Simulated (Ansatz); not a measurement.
# CH₃Br₂In: single points with varied inputs

Aim: run CH₃Br₂In under a spread of inputs, and see what each costs and gives.

Method: the settings change from run to run; program: Ansatz 0.2.0, Gaussian basis.

### 1 The geometry

An earlier PBE0-D4 in a triple-zeta def2 set relaxation fixed the geometry. In takes a core potential in def2 sets; no spin-orbit term is included.

SMILES `[CH3][In]([Br])[Br]`, 7 atoms, charge 0, spin multiplicity 1.

Atoms are counted from 1 here; the program's logs count them from 0.

Bond lengths: C1–In2 2.130 Å, C1–H5 1.088 Å, C1–H6 1.089 Å, C1–H7 1.090 Å, In2–Br3 2.465 Å, In2–Br4 2.465 Å. Angles: In2–C1–H5 109.4°, In2–C1–H6 109.1°, In2–C1–H7 108.5°, H5–C1–H6 110.7°, H5–C1–H7 109.8°, H6–C1–H7 109.4°, C1–In2–Br3 123.7°, C1–In2–Br4 123.9°, Br3–In2–Br4 112.4°.

### 2 PBE/def2-SVP

Set apart from the defaults: charge -1, multiplicity 2, density fitting with def2-universal-jkfit, D3(BJ) with three-body dispersion, relativity set to none.

in.yaml

```yaml
crystal:
  periodic: [false, false, false]
  atoms:
    - {symbol: C, position_ang: [-0.142438, 1.142188, -0.054609]}
    - {symbol: In, position_ang: [0.111899, -0.969539, 0.051927]}
    - {symbol: Br, position_ang: [1.950649, -2.064622, 1.275482]}
    - {symbol: Br, position_ang: [-1.387566, -2.591290, -1.042422]}
    - {symbol: H, position_ang: [-1.175792, 1.368759, -0.310854]}
    - {symbol: H, position_ang: [0.120778, 1.582397, 0.905998]}
    - {symbol: H, position_ang: [0.522471, 1.532107, -0.825512]}
basis:
  gaussian: {orbitals: def2-SVP, fitting: {mean_field: def2-universal-jkfit}}
total_charge: -1
magnetization: {spin_polarized: true, initial_magnetization: 1}
hamiltonian: {xc: {name: PBE}, dispersion: d3bjatm, pseudopotentials: {relativity: none}}
```

The run is started by

```console
$ ansatz run in.yaml --threads 4 --pin off --events-out ev --progress --plain --max-ram 10444MiB
```

The log of the run:

```text
Functional definition: PBE
  name "PBE"
  cite "Perdew, Burke & Ernzerhof, Phys. Rev. Lett. 77, 3865 (1996) doi:10.1103/PhysRevLett.77.3865"
  parent pbe
  parameter kappa = 0.804
  parameter beta = 0.06672455060314922
  exchange = pbe_x(kappa = kappa, mu = beta*pi^2/3)
  correlation = pbe_c(beta = beta)
879 factors; integrals over basis functions are off by at most 2.3e-1 eV
mean field evaluation 1: about -146308.9399 eV, gradient 3.5e1 eV
mean field evaluation 2: about -146288.9815 eV, gradient 6.0e1 eV
mean field evaluation 4: about -146314.4079 eV, gradient 7.4e0 eV
mean field evaluation 8: about -146314.6956 eV, gradient 4.0e0 eV
mean field evaluation 16: about -146314.9003 eV, gradient 6.6e-5 eV
mean field evaluation 32: about -146314.8309 eV, gradient 2.4e-1 eV
mean field -146314.90031080 eV, -5376.9734106205 hartree, gradient 1.7e-6 eV, S^2 0.751510; 3 other end points of the search recorded, 0 dependent functions left out
reference -146314.90035358 eV, -5376.9734121925 hartree; 51, 50 occupied and 68, 69 virtual orbitals, 879 factors
Total energy: -146315.06413949 eV, -5376.9794312138 hartree
```

It took 1.9 s on 4 threads of AMD EPYC 9R45, shared host.

⟨S²⟩ 0.752.

### 3 revPBE/def2-mTZVP

Options: unrestricted orbitals, D3(BJ) with three-body dispersion.

Changes to in.yaml since step 2:

```diff
@@ -11,5 +11,5 @@
 basis:
-  gaussian: {orbitals: def2-SVP, fitting: {mean_field: def2-universal-jkfit}}
-total_charge: -1
-magnetization: {spin_polarized: true, initial_magnetization: 1}
-hamiltonian: {xc: {name: PBE}, dispersion: d3bjatm, pseudopotentials: {relativity: none}}
+  gaussian: {orbitals: def2-mTZVP}
+magnetization: {spin_polarized: true, initial_magnetization: 0}
+hamiltonian: {xc: {name: revPBE}, dispersion: d3bjatm}
+output: {forces: true}
```

Same command.

The log of the run (excerpt; [...] marks lines left out):

```text
Functional definition: revPBE
  name "revPBE"
  cite "Zhang & Yang, Phys. Rev. Lett. 80, 890 (1998) doi:10.1103/PhysRevLett.80.890"
  cite "Perdew, Burke & Ernzerhof, Phys. Rev. Lett. 77, 3865 (1996) doi:10.1103/PhysRevLett.77.3865"
[...]
1412 factors; their error is unknown
[...]
mean field -146344.79846490 eV, -5378.0721475181 hartree, gradient 1.6e-5 eV, S^2 0.000000; 0 other end points of the search recorded, 0 dependent functions left out
[...]
reference -146344.79852675 eV, -5378.0721497907 hartree; 50, 50 occupied and 86, 86 virtual orbitals, 1412 factors
Total energy: -146345.15820118 eV, -5378.0853675823 hartree
Atom 0 at    -0.142438     1.142188    -0.054609 Å, force    -0.020557     0.139915    -0.004179 eV/Å
Atom 1 at     0.111899    -0.969539     0.051927 Å, force    -0.013794     0.091711    -0.001698 eV/Å
Atom 2 at     1.950649    -2.064622     1.275482 Å, force     0.407429    -0.233551     0.271927 eV/Å
Atom 3 at    -1.387566    -2.591290    -1.042422 Å, force    -0.335765    -0.350991    -0.244196 eV/Å
Atom 4 at    -1.175792     1.368759    -0.310854 Å, force    -0.242678     0.086589    -0.060561 eV/Å
Atom 5 at     0.120778     1.582397     0.905998 Å, force     0.055758     0.137098     0.220498 eV/Å
Atom 6 at     0.522471     1.532107    -0.825512 Å, force     0.149606     0.129229    -0.181791 eV/Å
Dipole moment:    -0.082866     0.688626    -0.035274 e Å
```

It took 1.2 s on 4 threads of AMD EPYC 9R45, shared host.

Largest force 0.544 eV/Å, dipole 3.34 D, ⟨S²⟩ 0.000.

### 4 HSE06/def2-mTZVP

This run has multiplicity 3.

Changes to in.yaml since step 3:

```diff
@@ -12,4 +12,4 @@
   gaussian: {orbitals: def2-mTZVP}
-magnetization: {spin_polarized: true, initial_magnetization: 0}
-hamiltonian: {xc: {name: revPBE}, dispersion: d3bjatm}
+magnetization: {spin_polarized: true, initial_magnetization: 2}
+hamiltonian: {xc: {name: HSE06}}
 output: {forces: true}
```

Same command.

The log of the run (excerpt; [...] marks lines left out):

```text
Functional definition: HSE06
  name "HSE06"
  cite "Heyd, Scuseria & Ernzerhof, J. Chem. Phys. 118, 8207 (2003) doi:10.1063/1.1564060"
  cite "Krukau, Vydrov, Izmaylov & Scuseria, J. Chem. Phys. 125, 224106 (2006) doi:10.1063/1.2404663"
  cite "Heyd & Scuseria, J. Chem. Phys. 120, 7274 (2004) doi:10.1063/1.1668634"
  cite "Ernzerhof & Perdew, J. Chem. Phys. 109, 3313 (1998) doi:10.1063/1.476928"
  cite "Perdew, Burke & Ernzerhof, Phys. Rev. Lett. 77, 3865 (1996) doi:10.1103/PhysRevLett.77.3865"
  parent pbe
[...]
  # The whole range is PBE's own exchange, as in plane waves. The composition of these papers is wPBEh.
[...]
1357 factors; integrals over basis functions are off by at most 1.0e-3 eV
98 factors; integrals over basis functions are off by at most 3.6e-7 eV
[...]
mean field -146333.89479841 eV, -5377.6714451650 hartree, gradient 7.4e-6 eV, S^2 2.008168; 10 other end points of the search recorded, 0 dependent functions left out
[...]
reference -146333.89484789 eV, -5377.6714469834 hartree; 51, 49 occupied and 85, 87 virtual orbitals, 1357 factors
Total energy: -146333.89484789 eV, -5377.6714469834 hartree
Atom 0 at    -0.142438     1.142188    -0.054609 Å, force    -0.384589     3.658282    -0.236912 eV/Å
Atom 1 at     0.111899    -0.969539     0.051927 Å, force     0.065600    -1.058103     0.153449 eV/Å
Atom 2 at     1.950649    -2.064622     1.275482 Å, force     1.812508    -0.638819     1.184920 eV/Å
Atom 3 at    -1.387566    -2.591290    -1.042422 Å, force    -1.557565    -1.178887    -1.155723 eV/Å
Atom 4 at    -1.175792     1.368759    -0.310854 Å, force    -0.167153    -0.280592    -0.005141 eV/Å
Atom 5 at     0.120778     1.582397     0.905998 Å, force     0.053774    -0.252249     0.221367 eV/Å
Atom 6 at     0.522471     1.532107    -0.825512 Å, force     0.177426    -0.249633    -0.161961 eV/Å
Dipole moment:    -0.075813     0.698890    -0.046478 e Å
```

Run time: 11 s. Hardware: 4 threads of AMD EPYC 9R45, shared host; peak memory 0.88 GiB.

Largest force 3.686 eV/Å, dipole 3.38 D, ⟨S²⟩ 2.008.

### 5 wB97/def2-mTZVPP

Set apart from the defaults: density fitting with def2-universal-jkfit, high accuracy, the search for lower states set to light.

Changes to in.yaml since step 4:

```diff
@@ -11,5 +11,6 @@
 basis:
-  gaussian: {orbitals: def2-mTZVP}
-magnetization: {spin_polarized: true, initial_magnetization: 2}
-hamiltonian: {xc: {name: HSE06}}
+  gaussian: {orbitals: def2-mTZVPP, fitting: {mean_field: def2-universal-jkfit}}
+hamiltonian: {xc: {name: wB97}}
+accuracy: high
+scf: {lower_state_search: light}
 output: {forces: true}
```

The command is unchanged.

The log of the run (excerpt; [...] marks lines left out):

```text
Functional definition: wB97
  name "wB97"
  cite "Chai & Head-Gordon, J. Chem. Phys. 128, 084106 (2008) doi:10.1063/1.2834918"
  cite "Becke, J. Chem. Phys. 107, 8554 (1997) doi:10.1063/1.475007"
[...]
  # The coefficients of nought are those of the uniform gas.
[...]
      + integral(e_c_pw_opposite_spin*poly(b97_u_opposite, 1, cos1, cos2, cos3, cos4))
879 factors; integrals over basis functions are off by at most 4.6e-1 eV
879 factors; integrals over basis functions are off by at most 3.7e-5 eV
[...]
mean field -146364.80558004 eV, -5378.8073954379 hartree, gradient 6.9e-8 eV, S^2 0.000000; 0 other end points of the search recorded, 0 dependent functions left out
[...]
reference -146364.80557885 eV, -5378.8073953943 hartree; 50, 50 occupied and 92, 92 virtual orbitals, 879 factors
Total energy: -146364.80557885 eV, -5378.8073953943 hartree
Atom 0 at    -0.142438     1.142188    -0.054609 Å, force     0.038209    -0.286436     0.012295 eV/Å
Atom 1 at     0.111899    -0.969539     0.051927 Å, force     0.000424     0.014919    -0.000567 eV/Å
Atom 2 at     1.950649    -2.064622     1.275482 Å, force    -0.033890     0.016524    -0.022307 eV/Å
Atom 3 at    -1.387566    -2.591290    -1.042422 Å, force     0.027763     0.027234     0.020411 eV/Å
Atom 4 at    -1.175792     1.368759    -0.310854 Å, force    -0.049664     0.073182    -0.013212 eV/Å
Atom 5 at     0.120778     1.582397     0.905998 Å, force     0.001617     0.079602     0.034377 eV/Å
Atom 6 at     0.522471     1.532107    -0.825512 Å, force     0.015542     0.074975    -0.030998 eV/Å
Dipole moment:    -0.086007     0.709192    -0.035130 e Å
```

Wall time 5 s (4 threads of AMD EPYC 9R45, shared host); peak memory 0.74 GiB.

Largest force 0.289 eV/Å, dipole 3.44 D.

### 6 B3LYP/def2-TZVPD

This run has multiplicity 3.

Changes to in.yaml since step 5:

```diff
@@ -11,6 +11,4 @@
 basis:
-  gaussian: {orbitals: def2-mTZVPP, fitting: {mean_field: def2-universal-jkfit}}
-hamiltonian: {xc: {name: wB97}}
-accuracy: high
-scf: {lower_state_search: light}
-output: {forces: true}
+  gaussian: {orbitals: def2-TZVPD}
+magnetization: {spin_polarized: true, initial_magnetization: 2}
+hamiltonian: {xc: {name: B3LYP}}
```

Launched as before.

The log of the run (excerpt; [...] marks lines left out):

```text
Functional definition: B3LYP
  name "B3LYP"
  cite "Stephens, Devlin, Chabalowski & Frisch, J. Phys. Chem. 98, 11623 (1994) doi:10.1021/j100096a001"
  cite "Becke, Phys. Rev. A 38, 3098 (1988) doi:10.1103/PhysRevA.38.3098"
  cite "Lee, Yang & Parr, Phys. Rev. B 37, 785 (1988) doi:10.1103/PhysRevB.37.785"
  cite "Vosko, Wilk & Nusair, Can. J. Phys. 58, 1200 (1980) doi:10.1139/p80-159"
[...]
1745 factors; their error is unknown
[...]
mean field -146355.24889180 eV, -5378.4561936228 hartree, gradient 1.5e-5 eV, S^2 2.007282; 10 other end points of the search recorded, 0 dependent functions left out
reference -146355.24920712 eV, -5378.4562052108 hartree; 51, 49 occupied and 183, 185 virtual orbitals, 1745 factors
Total energy: -146355.24920712 eV, -5378.4562052108 hartree
```

Run time: 20 s. Hardware: 4 threads of AMD EPYC 9R45, shared host; peak memory 1.7 GiB.

⟨S²⟩ 2.007.

### 7 BHLYP/def2-SVP

Set apart from the defaults: high accuracy.

Changes to in.yaml since step 6:

```diff
@@ -11,4 +11,5 @@
 basis:
-  gaussian: {orbitals: def2-TZVPD}
-magnetization: {spin_polarized: true, initial_magnetization: 2}
-hamiltonian: {xc: {name: B3LYP}}
+  gaussian: {orbitals: def2-SVP}
+hamiltonian: {xc: {name: BHLYP}}
+accuracy: high
+output: {forces: true}
```

Launched as before.

The log of the run (excerpt; [...] marks lines left out):

```text
Functional definition: BHLYP
  name "BHLYP"
  cite "Becke, J. Chem. Phys. 98, 1372 (1993) doi:10.1063/1.464304"
  cite "Becke, Phys. Rev. A 38, 3098 (1988) doi:10.1103/PhysRevA.38.3098"
  cite "Lee, Yang & Parr, Phys. Rev. B 37, 785 (1988) doi:10.1103/PhysRevB.37.785"
[...]
2463 factors; integrals over basis functions are off by at most 6.1e-8 eV
[...]
mean field -146334.36758919 eV, -5377.6888199059 hartree, gradient 6.3e-8 eV, S^2 0.000000; 0 other end points of the search recorded, 0 dependent functions left out
[...]
reference -146334.36761800 eV, -5377.6888209647 hartree; 50, 50 occupied and 69, 69 virtual orbitals, 2463 factors
Total energy: -146334.36761800 eV, -5377.6888209647 hartree
Atom 0 at    -0.142438     1.142188    -0.054609 Å, force    -0.012126     0.096711    -0.002759 eV/Å
Atom 1 at     0.111899    -0.969539     0.051927 Å, force    -0.003273     0.068086    -0.005668 eV/Å
Atom 2 at     1.950649    -2.064622     1.275482 Å, force     0.226829    -0.119383     0.152240 eV/Å
Atom 3 at    -1.387566    -2.591290    -1.042422 Å, force    -0.189925    -0.183877    -0.137145 eV/Å
Atom 4 at    -1.175792     1.368759    -0.310854 Å, force    -0.043149     0.047537    -0.007471 eV/Å
Atom 5 at     0.120778     1.582397     0.905998 Å, force    -0.000969     0.051063     0.036272 eV/Å
Atom 6 at     0.522471     1.532107    -0.825512 Å, force     0.022614     0.039864    -0.035470 eV/Å
Dipole moment:    -0.084048     0.693359    -0.035093 e Å
```

Wall time 3.1 s (4 threads of AMD EPYC 9R45, shared host); peak memory 0.63 GiB.

Largest force 0.298 eV/Å, dipole 3.36 D.

### 8 r2SCAN/def2-TZVP

Set apart from the defaults: charge -1, multiplicity 2, restricted open-shell orbitals, D3(BJ) with three-body dispersion.

Changes to in.yaml since step 7:

```diff
@@ -11,5 +11,5 @@
 basis:
-  gaussian: {orbitals: def2-SVP}
-hamiltonian: {xc: {name: BHLYP}}
-accuracy: high
-output: {forces: true}
+  gaussian: {orbitals: def2-TZVP}
+total_charge: -1
+magnetization: {spin_polarized: false, initial_magnetization: 1}
+hamiltonian: {xc: {name: r2SCAN}, dispersion: d3bjatm}
```

The command is unchanged.

The log of the run (excerpt; [...] marks lines left out):

```text
Functional definition: r2SCAN
  name "r2SCAN"
  cite "Furness, Kaplan, Ning, Perdew & Sun, J. Phys. Chem. Lett. 11, 8208 (2020) doi:10.1021/acs.jpclett.0c02405"
  cite "Furness, Kaplan, Ning, Perdew & Sun, J. Phys. Chem. Lett. 11, 9248 (2020) doi:10.1021/acs.jpclett.0c03077"
  parent r2scan
[...]
1452 factors; their error is unknown
[...]
mean field -146356.89112748 eV, -5378.5165446712 hartree, gradient 9.2e-6 eV, S^2 0.750000; 4 other end points of the search recorded, 0 dependent functions left out
reference -146356.89115374 eV, -5378.5165456360 hartree; 51, 50 occupied and 144, 145 virtual orbitals, 1452 factors
Total energy: -146356.94095937 eV, -5378.5183759591 hartree
```

Wall time 19 s (4 threads of AMD EPYC 9R45, shared host); peak memory 0.7 GiB.

### 9 PBE0-DH/STO-3G

This run has multiplicity 3, atoms shaken by 0.15 Å, high accuracy.

in.yaml

```yaml
crystal:
  periodic: [false, false, false]
  atoms:
    - {symbol: C, position_ang: [-0.417408, 1.199056, 0.003524]}
    - {symbol: In, position_ang: [0.377219, -1.016610, -0.070751]}
    - {symbol: Br, position_ang: [1.903810, -1.926398, 1.098379]}
    - {symbol: Br, position_ang: [-1.274130, -2.437772, -0.740699]}
    - {symbol: H, position_ang: [-1.462891, 1.012484, -0.228709]}
    - {symbol: H, position_ang: [0.083607, 1.459587, 0.892151]}
    - {symbol: H, position_ang: [0.439742, 1.594670, -0.804912]}
basis:
  gaussian: {orbitals: STO-3G}
magnetization: {spin_polarized: true, initial_magnetization: 2}
hamiltonian: {xc: {name: PBE0-DH}}
accuracy: high
output: {forces: true}
```

The command is unchanged.

The log of the run (excerpt; [...] marks lines left out):

```text
Functional definition: PBE0-DH
  name "PBE0-DH"
  cite "Brémond & Adamo, J. Chem. Phys. 135, 024106 (2011) doi:10.1063/1.3604569"
  cite "Perdew, Burke & Ernzerhof, Phys. Rev. Lett. 77, 3865 (1996) doi:10.1103/PhysRevLett.77.3865"
[...]
1214 factors; integrals over basis functions are off by at most 2.0e-8 eV
[...]
mean field -294303.23739922 eV, -10815.4444885223 hartree, gradient 9.0e-8 eV, S^2 2.013516; 0 other end points of the search recorded, 0 dependent functions left out
37 core orbitals not correlated: weight in the atoms' cores, before any rotation towards them, 1.000 or more for the frozen orbitals, at most 0.000 for the correlated occupied ones
reference -294303.23740038 eV, -10815.4444885650 hartree; 28, 26 occupied and 6, 8 virtual orbitals, 1214 factors
second order -3.01287987 eV of doubles, -0.00000000 eV of singles
[...]
Total energy: -294303.61401037 eV, -10815.4583287266 hartree
Atom 0 at    -0.417408     1.199056     0.003524 Å, force     4.533112     0.170044    -3.858464 eV/Å
Atom 1 at     0.377219    -1.016610    -0.070751 Å, force    -1.024855     2.557522    -4.603310 eV/Å
Atom 2 at     1.903810    -1.926398     1.098379 Å, force     3.760108    -1.813529     3.982042 eV/Å
Atom 3 at    -1.274130    -2.437772    -0.740699 Å, force    -2.205033    -0.857466    -0.240845 eV/Å
Atom 4 at    -1.462891     1.012484    -0.228709 Å, force    -0.174435     0.813229     0.236967 eV/Å
Atom 5 at     0.083607     1.459587     0.892151 Å, force    -0.804722     0.607552     2.599735 eV/Å
Atom 6 at     0.439742     1.594670    -0.804912 Å, force    -4.084173    -1.477353     1.883876 eV/Å
Dipole moment:    -0.211050     0.801213     0.224847 e Å
```

Wall time 5.5 s (4 threads of AMD EPYC 9R45, shared host); peak memory 0.57 GiB.

Largest force 5.955 eV/Å, dipole 4.12 D, ⟨S²⟩ 2.014.

### 10 All runs side by side

```
            level  charge  multiplicity  geometry  functions  energy (eV)   time
     PBE/def2-SVP      -1             2   relaxed        119  -146315.064  1.9 s
revPBE/def2-mTZVP       0             1   relaxed        136  -146345.158  1.2 s
 HSE06/def2-mTZVP       0             3   relaxed        136  -146333.895   11 s
 wB97/def2-mTZVPP       0             1   relaxed        142  -146364.806    5 s
 B3LYP/def2-TZVPD       0             3   relaxed        234  -146355.249   20 s
   BHLYP/def2-SVP       0             1   relaxed        119  -146334.368  3.1 s
 r2SCAN/def2-TZVP      -1             2   relaxed        195  -146356.941   19 s
   PBE0-DH/STO-3G       0             3    shaken         71  -294303.614  5.5 s
```

### 11 Outcome

```
                                         quantity                     value
                                             runs                         8
                                         quickest  revPBE/def2-mTZVP, 1.2 s
                                          slowest    B3LYP/def2-TZVPD, 20 s
spread of total energies, same state and geometry                   30.4 eV
                  dipole, same state and geometry            3.34 to 3.44 D
```

What this shows: Run time spans a factor of 16, from revPBE/def2-mTZVP to B3LYP/def2-TZVPD. The jobs differ in tasks and options as well as level. The totals spread over 30 eV; they can't be compared across methods or bases. At the PBE0-D4/def2-TZVP geometry and in the same state, runs without warnings or point charges leave forces up to 0.54 eV/Å (revPBE/def2-mTZVP). At that geometry and state the dipole changes by 3 % between the lowest and highest value.
